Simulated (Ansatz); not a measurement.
# AlClH₄OSi: a ladder of functionals and wavefunction methods

One table from this session's results is given with a row withheld; the runs are named, their logs left out.

Method: functionals in def2-TZVPP, the program's frozen cores in correlated methods; program: Ansatz 0.2.0, Gaussian basis.

Plan: LDA (SPW92), PBE-D4, revPBE-D4, BLYP-D4, r2SCAN-D4, B97M-V, PBE0-D4, B3LYP-D4, r2SCANh-D4, r2SCAN0-D4, HSE06-D4, BHLYP-D4, CAM-B3LYP-D4, LC-ωPBE, ωB97X-V, ωB97M-V, B2PLYP, PBE-QIDH; CCSD(T)/def2-SVP; CCSD(T)/def2-TZVPP; MP2/def2-QZVPP; extrapolation to the limit; RPA on PBE.

## Structure used throughout

All runs share one geometry, relaxed beforehand with PBE0-D4 in a triple-zeta def2 set.

8 atoms, charge 0, spin multiplicity 1.

Atoms are counted from 1 here; the program's logs count them from 0.

Bond lengths: O1–Si2 1.655 Å, O1–H5 0.959 Å, Si2–Al3 2.456 Å, Si2–H6 1.490 Å, Si2–H7 1.493 Å, Al3–Cl4 2.117 Å, Al3–H8 1.581 Å. Angles: Si2–O1–H5 116.4°, O1–Si2–Al3 108.3°, O1–Si2–H6 108.5°, O1–Si2–H7 110.2°, Al3–Si2–H6 112.4°, Al3–Si2–H7 111.2°, H6–Si2–H7 106.3°, Si2–Al3–Cl4 110.3°, Si2–Al3–H8 132.9°, Cl4–Al3–H8 116.8°.

The first run:

in.yaml reads:

```yaml
crystal:
  periodic: [false, false, false]
  atoms:
    - {symbol: O, position_ang: [-1.565110, 0.177173, 1.015394]}
    - {symbol: Si, position_ang: [-0.741718, 0.631769, -0.346851]}
    - {symbol: Al, position_ang: [1.392282, -0.582645, -0.400625]}
    - {symbol: Cl, position_ang: [1.642910, -1.709520, 1.374352]}
    - {symbol: H, position_ang: [-1.080375, -0.355948, 1.648292]}
    - {symbol: H, position_ang: [-1.591868, 0.336768, -1.534245]}
    - {symbol: H, position_ang: [-0.521858, 2.108064, -0.346720]}
    - {symbol: H, position_ang: [2.557938, -0.662863, -1.465396]}
basis:
  gaussian: {orbitals: def2-TZVPP}
hamiltonian: {xc: lda}
output: {orbitals: {seedname: orbitals}}
```

Started as:

```console
$ ansatz run in.yaml --threads 2 --pin off --events-out ev --progress --plain --max-ram 4352MiB
```

Steps of the session up to this table: LDA; PBE-D4 (GGA); revPBE-D4 (GGA); BLYP-D4 (GGA); r2SCAN-D4 (meta-GGA); B97M-V (meta-GGA); B3LYP-D4 (hybrid); r2SCANh-D4 (hybrid); r2SCAN0-D4 (hybrid); HSE06-D4 (hybrid); BHLYP-D4 (hybrid); CAM-B3LYP-D4 (range-separated); LC-ωPBE (range-separated); ωB97X-V (range-separated); ωB97M-V (range-separated); B2PLYP (double hybrid); PBE-QIDH (double hybrid).

One of the session's tables, all rows but one given; the rest of the session is left out.

It belongs to the step «Orbital energies across the functionals». 

| functional | HOMO (eV) | LUMO (eV) | gap (eV) |
| --- | --- | --- | --- |
| LDA (SPW92) | -6.55 | -3.01 | 3.54 |
| PBE-D4 | -6.46 | -2.79 | 3.67 |
| revPBE-D4 | -6.42 | -2.69 | 3.73 |
| BLYP-D4 | -6.34 | -2.65 | 3.69 |
| r2SCAN-D4 | -6.72 | -2.58 | 4.14 |
| B97M-V | -6.80 | -2.74 | 4.05 |
| PBE0-D4 | -7.61 | -2.06 | 5.54 |
| B3LYP-D4 | ? | ? | ? |
| r2SCANh-D4 | -7.14 | -2.32 | 4.82 |
| r2SCAN0-D4 | -7.77 | -1.94 | 5.83 |
| HSE06-D4 | -7.21 | -2.43 | 4.78 |
| BHLYP-D4 | -8.66 | -1.27 | 7.40 |
| CAM-B3LYP-D4 | -8.89 | -1.09 | 7.80 |
| LC-ωPBE | -10.18 | -0.05 | 10.13 |
| ωB97X-V | -9.86 | -0.14 | 9.72 |
| ωB97M-V | -9.60 | -0.39 | 9.22 |

Q: Estimate the row for B3LYP-D4 from the others.

Worked estimate for «HOMO (eV)». Against the share of exact exchange, BLYP-D4 (0, -6.34), BHLYP-D4 (0.5, -8.66) give a slope of -4.64 per unit share; at 0.2 the line stands at -7.27.

As computed: HOMO (eV): -7.42; LUMO (eV): -2.23; gap (eV): 5.19. In «HOMO (eV)» the line misses by +0.15.
